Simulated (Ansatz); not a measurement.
The system is Ba2Tl5V3O12.

```
Ba V Tl O
1.0
     6.48991   -6.67692   -0.04765
     6.48991    6.67692   -0.04765
    -1.96739    0.00000    5.75220
Ba V Tl O
2 3 5 12
Direct
  0.47917 0.52083 0.00000
  0.79264 0.20736 0.00000
  0.65694 0.94605 0.25735
  0.05395 0.34306 0.74265
  0.57442 0.42558 0.50000
  0.49835 0.85629 0.63726
  0.14371 0.50165 0.36274
  0.01508 0.98492 0.50000
  0.30964 0.12677 0.21892
  0.87323 0.69036 0.78108
  0.00390 0.26325 0.44275
  0.59719 0.60676 0.67706
  0.91333 0.42820 0.84635
  0.52536 0.79943 0.20594
  0.68766 0.41628 0.31356
  0.09251 0.20316 0.88601
  0.58372 0.31234 0.68644
  0.79684 0.90749 0.11399
  0.57180 0.08667 0.15365
  0.20057 0.47464 0.79406
  0.73675 0.99610 0.55725
  0.39324 0.40281 0.32294
```

The cell was built by a generator and needn't be a form met in nature.

- Program: Ansatz 0.2.0
- Task: relaxation of cell and atoms
- Functional: r2SCAN
- Potentials or basis: Ansatz PAW
- Cutoff: 500 eV (not typed: the program's choice for these potentials)
- k mesh: 2 × 2 × 4
- Occupations: fermi-dirac, width 0.05 eV
- Spin: collinear spin, ferromagnetic start
- Starting moments: [0.0, 0.0, 2.0, 2.0, 2.0, 0.0, 0.0, 0.0, 0.0, 0.0, 0.0, 0.0, 0.0, 0.0, 0.0, 0.0, 0.0, 0.0, 0.0, 0.0, 0.0, 0.0] μB

At the start: volume 22.60 Å³/atom.

**Question.** How do energy, volume and symmetry change on relaxing?

**Answer.** It ends after 8 steps and the volume is 21.10 Å³/atom (-6.7 %); space group C2 (No. 5, to 0.05 Å); moment 0.00 μB per cell.

Step by step:
| step | energy change (eV) | largest force (eV/Å) | volume (Å³) |
| --- | --- | --- | --- |
| 1 | 0.0000 | 0.4499 | 497.26 |
| 2 | -0.1412 | 0.1586 | 476.79 |
| 3 | -0.1627 | 0.1037 | 466.95 |
| 4 | -0.1691 | 0.0465 | 465.17 |
| 5 | -0.1706 | 0.0269 | 464.38 |
| 6 | -0.1708 | 0.0192 | 464.21 |
| 7 | -0.1709 | 0.0102 | 464.09 |
| 8 | -0.1614 | 0.0096 | 464.09 |

Final structure:
```
Ba V Tl O
1.0
     6.31371   -6.44279   -0.09004
     6.31371    6.44279   -0.09004
    -1.95169    0.00000    5.73232
Ba V Tl O
2 3 5 12
Direct
  0.47969 0.52031 0.00000
  0.79773 0.20227 0.00000
  0.65648 0.94745 0.26935
  0.05255 0.34352 0.73065
  0.57680 0.42320 0.50000
  0.49074 0.85866 0.64566
  0.14134 0.50926 0.35434
  0.02490 0.97510 0.50000
  0.30139 0.12168 0.22127
  0.87832 0.69861 0.77873
  0.00787 0.25441 0.43383
  0.59809 0.60911 0.67838
  0.90382 0.42681 0.82481
  0.51573 0.80425 0.22242
  0.69462 0.41844 0.31802
  0.09909 0.20613 0.88390
  0.58156 0.30538 0.68198
  0.79387 0.90091 0.11610
  0.57319 0.09618 0.17519
  0.19575 0.48427 0.77758
  0.74559 0.99213 0.56617
  0.39089 0.40191 0.32162
```

Caveat: the magnetic or orbital state may not be the lowest; the plane-wave basis is chosen anew once the cell has moved, so the energies of steps on either side of that aren't comparable; the PAW data sets come from PBE, with cores solved anew for the run's functional, which leaves a small shift of forces and pressure; the starting moments weren't kept.
